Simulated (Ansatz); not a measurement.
# YSi+ (quintet): from Hartree-Fock to the top rungs, def2-SVP

One table from this session's results is given with a row withheld; the runs are named, their logs left out.

Method: def2-SVP, core rule «outside noble gas», up to 9 orbitals frozen; program: Ansatz 0.2.0, Gaussian basis.

To be run: UHF; CCSD(T) on ROHF; CCSD(T) on UHF; CISD; CCSDT(Q) on ROHF; CCSDT(Q) on UHF; Full CI.

24 further runs of the same task are left out: 12 for a known fault of the program, 6 that didn't finish, 6 set aside as unsound or not needed.

## The system

The geometry is a PBE0/def2-TZVP stationary point (not a proven minimum) of the parent state, kept for this charge and spin. No spin-orbit coupling is included. Elements past krypton take def2 core potentials.

2 atoms, charge 1, spin multiplicity 5.

Atoms are counted from 1 here; the program's logs count them from 0.

Bond lengths: Y1–Si2 2.663 Å.

Set-up of the first run:

in.yaml

```yaml
crystal:
  periodic: [false, false, false]
  atoms:
    - {symbol: Y, position_ang: [0.000000, 0.000000, 0.000000]}
    - {symbol: Si, position_ang: [0.000000, 0.000000, 2.663000]}
basis:
  gaussian: {orbitals: def2-SVP}
total_charge: 1
magnetization: {spin_polarized: true, initial_magnetization: 4}
hamiltonian: {xc: hf}
output: {orbitals: {seedname: orbitals}}
```

The run is started by

```
$ ansatz run in.yaml --threads 1 --pin off --events-out ev --progress --plain --max-ram 2393MiB
```

Steps of the session up to this table: UHF; CCSD(T) on ROHF; CCSD(T) on UHF; CISD; CCSDT(Q) on ROHF; CCSDT(Q) on UHF; Full CI.

One of the session's tables, all rows but one given; the rest of the session is left out.

| method | from FCI (kcal/mol) |
| --- | --- |
| ROHF | +60.64 |
| UHF | +59.78 |
| RMP2 | +15.47 |
| UMP2 | +15.47 |
| RCCSD | +3.80 |
| UCCSD | +3.38 |
| RCCSD(T) | ? |
| UCCSD(T) | +0.54 |
| RCCSDT | +0.14 |
| UCCSDT | -0.25 |
| RCCSDT(Q) | -0.04 |
| UCCSDT(Q) | -0.45 |
| FCI | 0 |

Estimate the missing values for RCCSD(T).

As computed: from FCI (kcal/mol): +0.91. In the column «from FCI (kcal/mol)» it lies between UCCSD(T) (+0.54) and UCCSD (+3.38).

Among the levels timed on like hardware and quicker than the yardstick, those that no quicker one beats, quickest first: UCCSD(T) (3.4 s, +0.54 kcal/mol); RCCSDT(Q) (8.5 s, -0.04 kcal/mol).

Not comparable, so not listed: CISD (they don't share determinant, frozen orbitals or solution with the rows shown, or repeat one).

Caveats from the session: The yardstick is full CI for this spin, exact in this basis with these frozen cores. UCCSDT, UCCSDT(Q) fall below full CI: unrestricted runs freeze a spin-polarised core, another one than full CI's, and coupled cluster isn't variational. Levels on UHF freeze UHF's core orbitals, full CI those of ROHF, so the U rows can settle a little off it for that reason alone. Restricted and unrestricted rows rest on different reference determinants; where their highest levels disagree by more than a few hundredths of an eV, they describe different states and don't form one ladder.
